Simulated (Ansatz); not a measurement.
Crystal: Sr2SO.

```xyz
4
Lattice="4.0432 0.0000 0.0000 0.0000 4.0432 0.0000 0.0000 0.0000 5.7180" Properties=species:S:1:pos:R:3 pbc="T T T"
Sr    2.0216    2.0216    2.8590
Sr    0.0000    0.0000    0.0000
S     0.0000    0.0000    2.8590
O     2.0216    2.0216    0.0000
```

The cell comes from a database or a generator and needn't be the stable form of this composition.

Base run:

| Item | Value |
| --- | --- |
| Program | Ansatz 0.2.0 |
| Functional | LDA |
| Potentials or basis | Ansatz PAW |
| Cutoff | 420 eV (not typed: the program's choice for these potentials) |
| k mesh | 4 × 4 × 3 |
| Occupations | fermi-dirac, width 0.05 eV |
| Spin | no spin polarisation |

Its results: band gap on the k mesh 2.14 eV, direct; pressure -4.7 GPa.

The run is repeated on the same cell with these changes: functional from LDA to PBE. What comes out?

Band gap on the k mesh 2.21 eV, direct; pressure -0.2 GPa.

PBE binds less tightly than LDA, so the same cell stands under more pressure.

Caveats: odd divisions of the mesh miss points on the zone boundary, where band edges often lie, so the gap on the mesh can be too wide; the density of states is complete only up to the lowest level of the last band computed; the PAW data sets come from PBE, with cores solved anew for the run's functional, which leaves a small shift of forces and pressure (some runs).

A k mesh can miss the band edges.
